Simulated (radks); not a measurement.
# Taking charge from the 5p level of Nd⁺ in fractions

One table from this session's results is given with a row withheld; the runs are named, their logs left out.

Program: radks (a radial shooting solver on a logarithmic mesh, Libxc functionals) version 1. Level of theory: Dirac Kohn-Sham, PBE, spin-unpolarised, spherical densities, finite nucleus; open shells are shared between the two j in proportion to 2j + 1. These are calculated values, not measurements, unless marked.

## Starting point

| Property | Result |
| --- | --- |
| element | neodymium (Z = 60) |
| charge | +1 |
| electrons | 59 |
| configuration | [Xe] 4f4 6s1 |
| nuclear rms radius | 4.9123 fm |

The outer shells:

Nd⁺
```
[Xe] core
4f [↑ ][↑ ][↑ ][↑ ][  ][  ][  ]
6s [↑ ]
```

The first run:

Settings of this run:

```text
Z 60
configuration [Xe] 4f4 6s1
relativity Dirac
functional pbe,pbe
spin unpolarised
j_filling average
nucleus finite rms 4.9123 fm
c 137.035999084
```

Steps of the session up to this table: Start: [Xe] 4f4 6s1.

One of the session's tables, all rows but one given; the rest of the session is left out.

It belongs to the step «Start: [Xe] 4f4 6s1». From the orbitals of this run (lengths in bohr):

| level | <r> | outermost maximum (interpolated) | 90 % within | nodes |
| --- | --- | --- | --- | --- |
| 4d3/2 | ? | ? | ? | ? |
| 4d5/2 | 0.7115 | 0.622 | 1.07 | 1 |
| 5s1/2 | 1.474 | 1.32 | 2.12 | 4 |
| 5p1/2 | 1.663 | 1.45 | 2.44 | 3 |
| 5p3/2 | 1.753 | 1.52 | 2.57 | 3 |
| 6s1/2 | 4.022 | 3.55 | 5.82 | 5 |
| 4f5/2 | 1.096 | 0.660 | 1.95 | 0 |
| 4f7/2 | 1.116 | 0.665 | 1.99 | 0 |

Q: Estimate the row for 4d3/2 from the others.

The run gave: <r>: 0.7014; outermost maximum (interpolated): 0.614; 90 % within: 1.06; nodes: 1. In the column «<r>» it is the lowest.
